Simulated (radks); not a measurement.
# Xe³⁺ in [Kr] 4d10 5s2 5p2.75 6p0.25: an all-electron calculation

Aim: the levels, the sizes of the orbitals and the parts of the energy of the xenon ion Xe3+.

Program: radks (a radial shooting solver on a logarithmic mesh, Libxc functionals) version 1. Level of theory: Dirac Kohn-Sham, PBE, spin-unpolarised, spherical densities, point nucleus; open shells fill j = l - 1/2 first. These are calculated values, not measurements, unless marked.

## (1) The atom as given

| Property | Result |
| --- | --- |
| element | xenon (Z = 54) |
| charge | +3 |
| electrons | 51 |
| configuration | [Kr] 4d10 5s2 5p2.75 6p0.25 |

## (2) The calculation

Settings of this run:

```text
Z 54
configuration [Kr] 4d10 5s2 5p2.75 6p0.25 6s0 5d0
relativity Dirac
functional pbe,pbe
spin unpolarised
j_filling energy
nucleus point
c 137.035999084
```

Q: Predict the outcome of this run.

As calculated:

| quantity | value |
| --- | --- |
| total energy | -7447.70436 hartree |
| exchange-correlation share of it | 2.50 % |
| −T/E | 1.0625 |
| highest occupied level | 6p1/2, -15.438 eV |
| most extended occupied level | 6p1/2, <r> = 4.31 bohr |
| radius at density 0.001 e/bohr³ | 3.79 bohr |
| maxima of the radial density | 4 |

What this shows: The radial density shows 4 maxima for 6 occupied principal shells; where shells overlap, one shows as a shoulder or not at all. −T/E is 1.063: with relativity the kinetic term as defined here no longer equals −E. This is not the tabulated ground configuration, so its levels and sizes aren't those of the ground state, and no measured value stands beside it.
